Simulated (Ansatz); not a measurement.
**BFH3NOSi: small, medium and large basis sets**

Aim: see how fast density functionals converge with the basis set for BFH3NOSi.

The runs use Ansatz 0.2.0, Gaussian basis; one geometry, several basis sets.

The runs, in order: PBE0-D4/def2-SVP; ωB97M-V/def2-SVP; PBE0-D4/def2-QZVPP; ωB97M-V/def2-QZVPP; the functionals' def2-TZVPP values are taken from earlier runs.

### 1 The geometry

The geometry comes from an earlier relaxation with PBE0-D4 in a triple-zeta def2 set; it is a stationary point, not always the lowest conformer.

SMILES `NB1O[SiH]1F`, 8 atoms, charge 0, spin multiplicity 1.

Atoms are counted from 1 here; the program's logs count them from 0.

Bond lengths: N1–B2 1.381 Å, N1–H6 1.003 Å, N1–H7 1.007 Å, B2–O3 1.386 Å, B2–Si4 1.878 Å, O3–Si4 1.695 Å, Si4–F5 1.594 Å, Si4–H8 1.477 Å. Angles: B2–N1–H6 122.8°, B2–N1–H7 122.3°, H6–N1–H7 114.9°, N1–B2–O3 131.2°, N1–B2–Si4 168.4°, O3–B2–Si4 60.4°, B2–O3–Si4 74.3°, B2–Si4–O3 45.3°, B2–Si4–F5 123.9°, B2–Si4–H8 130.6°, O3–Si4–F5 114.0°, O3–Si4–H8 113.8°, F5–Si4–H8 105.3°.

Coordinates:

```xyz
8

N     0.5500    1.1699    1.1875
B     0.1756    0.2481    0.2295
O     0.8000   -0.9042   -0.2222
Si   -0.6580   -0.8064   -1.0815
F    -1.6807   -1.9850   -0.7577
H    -0.0098    1.9690    1.4212
H     1.4028    1.0808    1.7162
H    -0.4876   -0.8293   -2.5488
```

### 2 PBE0-D4 in def2-SVP

File in.yaml:

```yaml
crystal:
  periodic: [false, false, false]
  atoms:
    - {symbol: N, position_ang: [0.549966, 1.169879, 1.187515]}
    - {symbol: B, position_ang: [0.175603, 0.248111, 0.229508]}
    - {symbol: O, position_ang: [0.799954, -0.904188, -0.222209]}
    - {symbol: Si, position_ang: [-0.657986, -0.806368, -1.081516]}
    - {symbol: F, position_ang: [-1.680688, -1.984954, -0.757651]}
    - {symbol: H, position_ang: [-0.009822, 1.969030, 1.421155]}
    - {symbol: H, position_ang: [1.402780, 1.080756, 1.716197]}
    - {symbol: H, position_ang: [-0.487610, -0.829266, -2.548800]}
basis:
  gaussian: {orbitals: def2-SVP}
hamiltonian: {xc: pbe0, dispersion: d4}
output: {orbitals: {seedname: orbitals}}
```

Command:

```bash
$ ansatz run in.yaml --threads 2 --pin off --events-out ev --progress --plain --max-ram 4352MiB
```

Further steps of the session: ωB97M-V in def2-SVP; PBE0-D4 in def2-QZVPP; ωB97M-V in def2-QZVPP.

Before running them: what should the planned runs give, taken together? Wanted: PBE0-D4: double and triple zeta above quadruple; ωB97M-V: double and triple zeta above quadruple.

The runs gave:

| quantity | value |
| --- | --- |
| PBE0-D4: double and triple zeta above quadruple | 12.15, 0.68 eV |
| ωB97M-V: double and triple zeta above quadruple | 12.28, 0.63 eV |

What this shows: For PBE0-D4 the step from double to triple zeta gains 11.48 eV and the next only 0.68 eV. Total energies overstate the basis error of differences, where much of it tends to cancel. The LUMO of ωB97M-V is positive and keeps falling with the basis (2.20 to 1.25 eV): an unbound level that the basis holds in place.
